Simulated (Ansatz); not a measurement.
**BClFH₅OSi₂: a ladder of functionals and wavefunction methods**

How much do the methods differ for BClFH₅OSi₂? The plan is to run it at one geometry with functionals of several rungs and with coupled cluster. The yardstick is the atomisation energy at the CCSD(T) limit.

Program: Ansatz 0.2.0, Gaussian basis. Level of theory: functionals in def2-TZVPP, the program's frozen cores in correlated methods. These are calculated values, not measurements.

Levels to be run: PBE-D4, r2SCAN-D4, PBE0-D4, B3LYP-D4, ωB97X-V, ωB97M-V, B2PLYP; CCSD(T)/def2-TZVPP; MP2/def2-QZVPP; extrapolation to the limit.

### Step 1. The relaxed structure

The geometry comes from an earlier relaxation with PBE0-D4 in a triple-zeta def2 set; it is a stationary point, not always the lowest conformer.

SMILES `OB[Si](F)([SiH3])Cl`, 11 atoms, charge 0, spin multiplicity 1.

Atoms are counted from 1 here; the program's logs count them from 0.

Bond lengths: O1–B2 1.348 Å, O1–H7 0.962 Å, B2–Si3 2.028 Å, B2–H8 1.203 Å, Si3–F4 1.606 Å, Si3–Si5 2.345 Å, Si3–Cl6 2.068 Å, Si5–H9 1.486 Å, Si5–H10 1.486 Å, Si5–H11 1.488 Å. Angles: B2–O1–H7 114.2°, O1–B2–Si3 117.0°, O1–B2–H8 120.6°, Si3–B2–H8 122.3°, B2–Si3–F4 109.5°, B2–Si3–Si5 118.5°, B2–Si3–Cl6 105.4°, F4–Si3–Si5 108.7°, F4–Si3–Cl6 106.9°, Si5–Si3–Cl6 107.3°, Si3–Si5–H9 109.9°, Si3–Si5–H10 108.9°, Si3–Si5–H11 110.2°, H9–Si5–H10 109.5°, H9–Si5–H11 109.3°, H10–Si5–H11 109.0°.

### Step 2. PBE-D4 (GGA)

in.yaml reads:

```yaml
crystal:
  periodic: [false, false, false]
  atoms:
    - {symbol: O, position_ang: [-2.146743, -0.155805, -0.653627]}
    - {symbol: B, position_ang: [-1.662075, -0.334932, 0.591158]}
    - {symbol: Si, position_ang: [0.314529, 0.020633, 0.870983]}
    - {symbol: F, position_ang: [0.912774, -1.061560, 1.895673]}
    - {symbol: Si, position_ang: [1.709509, 0.123816, -1.010854]}
    - {symbol: Cl, position_ang: [0.413751, 1.858915, 1.813647]}
    - {symbol: H, position_ang: [-3.095209, -0.298077, -0.731260]}
    - {symbol: H, position_ang: [-2.389916, -0.661104, 1.491454]}
    - {symbol: H, position_ang: [3.100664, 0.439070, -0.592745]}
    - {symbol: H, position_ang: [1.211864, 1.188841, -1.920320]}
    - {symbol: H, position_ang: [1.696353, -1.176694, -1.733409]}
basis:
  gaussian: {orbitals: def2-TZVPP}
hamiltonian: {xc: pbe, dispersion: d4}
output: {forces: true, orbitals: {seedname: orbitals}}
```

The run is started by

```
$ ansatz run in.yaml --threads 4 --pin off --events-out ev --progress --plain --max-ram 10444MiB
```

After this run come: r2SCAN-D4 (meta-GGA); PBE0-D4 (hybrid); B3LYP-D4 (hybrid); ωB97X-V (range-separated); ωB97M-V (range-separated); B2PLYP (double hybrid); CCSD(T) in def2-TZVPP; MP2 in def2-QZVPP.

Q: Predict the results of all the runs planned. Wanted: atomisation energy, CCSD(T)/CBS; farthest; mean size of error, hybrid; mean size of error, range-separated; gap, smallest and largest; T1 diagnostic; triples share of the correlation energy.

As calculated:

```
                               quantity                                 value
        atomisation energy, CCSD(T)/CBS                         3876.0 kJ/mol
 functionals within 19.4 kJ/mol (0.5 %)          r2SCAN-D4, B3LYP-D4, ωB97M-V
                               farthest                 B2PLYP (-57.4 kJ/mol)
             mean size of error, hybrid                           22.4 kJ/mol
    mean size of error, range-separated                           13.8 kJ/mol
              gap, smallest and largest  3.78 eV (PBE-D4), 10.38 eV (ωB97X-V)
                          T1 diagnostic                                0.0135
triples share of the correlation energy                                 3.5 %
```

What this shows: PBE-D4 misses by +33.5 kJ/mol. Double hybrids carry the basis error of their MP2 part in triple zeta, and no dispersion term here, so their miss is partly the set-up's. The reference freezes the cores and leaves out relativity and excitations past (T), so misses under about 19.4 kJ/mol can't be ranked. Hartree-Fock recovers 75 % of the binding; the rest is correlation. Orbital gaps span 3.8 to 10.4 eV; exact exchange widens them.
